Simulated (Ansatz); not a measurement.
# Bi2Sb: the cost of one run

Program: Ansatz 0.2.0. Level of theory: DFT PBE, plane waves, PAW, scalar-relativistic, no spin polarisation. These are calculated values, not measurements.

### Step 1. The system as given

The cell holds 12 atoms (Bi8Sb4): a = 7.264 Å, b = 7.857 Å, c = 7.586 Å, α = 94.86°, β = 78.58°, γ = 81.34°.

Coordinates:

```xyz
12
Lattice="7.2214 0.1327 0.7729 1.0447 7.7872 0.0195 0.7209 -0.7634 7.5134" Properties=species:S:1:pos:R:3 pbc="T T T"
Sb    3.9357    7.4045    1.6098
Sb    3.2194   -0.3124    5.3139
Sb    7.5346    1.9993    2.9651
Sb    2.8289    5.2418    6.9587
Bi    7.2206    7.1426    4.1970
Bi    6.2494    2.0375    5.9776
Bi    6.8050    4.9235    1.8542
Bi    5.8977    0.4393    0.6936
Bi    2.9451    2.1150    7.2907
Bi    6.0699    5.1487    6.5805
Bi    2.6874    5.2730    3.6913
Bi    3.3022    2.1991    3.4253
```

### Step 2. The run

Input file input.yaml:

```yaml
crystal:
  lattice:
    - [7.22139, 0.132685, 0.772891]
    - [1.044682, 7.787222, 0.019501]
    - [0.720909, -0.763413, 7.513403]
  atoms:
    - { symbol: Sb, position: [0.388827, 0.96107, 0.171767] }
    - { symbol: Sb, position: [0.376329, 0.019001, 0.668493] }
    - { symbol: Sb, position: [0.975154, 0.268909, 0.293629] }
    - { symbol: Sb, position: [0.191707, 0.758533, 0.904477] }
    - { symbol: Bi, position: [0.815363, 0.949622, 0.472266] }
    - { symbol: Bi, position: [0.747544, 0.319287, 0.717868] }
    - { symbol: Bi, position: [0.83478, 0.633643, 0.159273] }
    - { symbol: Bi, position: [0.809513, 0.043493, 0.008928] }
    - { symbol: Bi, position: [0.26173, 0.359537, 0.942496] }
    - { symbol: Bi, position: [0.65455, 0.7291, 0.806604] }
    - { symbol: Bi, position: [0.221525, 0.719102, 0.466644] }
    - { symbol: Bi, position: [0.369794, 0.316984, 0.417035] }
kpoints:
  mp_grid: { grid: [2, 2, 2] }
magnetization:
  spin_polarized: false
scf:
  occupations: { method: fermi_dirac, width: 0.05 }
hamiltonian:
  pseudopotentials: { kind: paw }
  xc: pbe
basis:
  ecutwfc: 420
md:
  timestep: 1.5
  n_steps: 60
  ensemble: nvt_langevin
  temperature: 2000.0
  initial_velocities: maxwell_boltzmann
  seed: 308008
```

Run with:

```console
$ ansatz run input.yaml --threads 2 --pin off --max-ram 2560MiB --backend cpu --events-out ev --progress --plain --runs-dir out
```

**Question.** How long does this run take on 2 threads of Arm Neoverse V2, shared host, and how much memory does it need?

About 9 min, with a peak of 1.1 GiB.
